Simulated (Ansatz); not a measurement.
# AsFH6Si2: the cost of one run

Program: the Python package of Ansatz 0.2.0. Level of theory: r2SCAN/def2-SVP. These are calculated values, not measurements.

## Step 1: The system

Bond lengths: F1–Si2 1.686 Å, Si2–As3 2.321 Å, As3–Si4 2.321 Å, Si2–H5 1.470 Å, Si2–H6 1.471 Å, As3–H7 1.564 Å, Si4–H8 1.470 Å, Si4–H9 1.470 Å, Si4–H10 1.471 Å. Angles (14 of 15 angles, heavy atoms first): F1–Si2–As3 109.4°, Si2–As3–Si4 92.1°, F1–Si2–H5 109.5°, F1–Si2–H6 109.4°, As3–Si2–H5 109.4°, As3–Si2–H6 109.6°, Si2–As3–H7 92.5°, Si4–As3–H7 92.5°, As3–Si4–H8 109.4°, As3–Si4–H9 109.4°, As3–Si4–H10 109.6°, H5–Si2–H6 109.5°, H8–Si4–H9 109.6°, H8–Si4–H10 109.4°.

The script holds or builds the structure itself.

## Step 2: Script

Input file asfh6si2_torsion.py:

```python
"""Rigid torsion scan of AsFH6Si2."""

import ansatz as az
from ase import Atoms

atoms = Atoms(["F", "Si", "As", "Si", "H", "H", "H", "H", "H", "H"], positions=[
    (3.1536, -0.3948, 0.3617),
    (1.6456, 0.0434, -0.2522),
    (0.0965, 0.1031, 1.475),
    (-1.6785, 0.2886, -0.0086),
    (1.7351, 1.3732, -0.873),
    (1.2235, -0.9409, -1.2599),
    (-0.015, -1.4558, 1.5214),
    (-2.9433, 0.0975, 0.7165),
    (-1.6608, 1.6231, -0.6257),
    (-1.5566, -0.7375, -1.055),
])

# start the scan from a relaxed geometry
first = (
    az.Crystal.molecule_from_ase(atoms).calculation()
    .basis(gaussian="def2-SVP")
    .functional("r2SCAN")
    .relax(force_tolerance=0.02, max_steps=80)  # relax until the tolerances are met
)
atoms.positions = first.run(threads=1).report["positions_ang"]

start = atoms.get_dihedral(1, 2, 3, 7)
energies = {}
for turn in range(0, 121, 15):
    turned = atoms.copy()
    turned.set_dihedral(1, 2, 3, 7, start + turn, indices=[3, 7, 8, 9])
    calc = (
        az.Crystal.molecule_from_ase(turned).calculation()
        .basis(gaussian="def2-SVP")
        .functional("r2SCAN")
    )
    energies[round((start + turn) % 360)] = calc.run(threads=1).report["free_energy_ev"]
floor = min(energies.values())
print("dihedral Si1-As2-Si3-H7 (deg)   E - E(min) (kcal/mol)")
for angle, e in sorted(energies.items()):
    print(f"{angle:8d} {23.060548 * (e - floor):14.3f}  " + "#" * int(30 * (e - floor) / max(max(energies.values()) - floor, 1e-9)))
```

## Step 3: Running it

Launch:

```console
$ python asfh6si2_torsion.py
```

What time and memory should one allow on 1 thread of Arm Neoverse V2, shared host?

About 2.6 min, with a peak of 0.23 GiB.
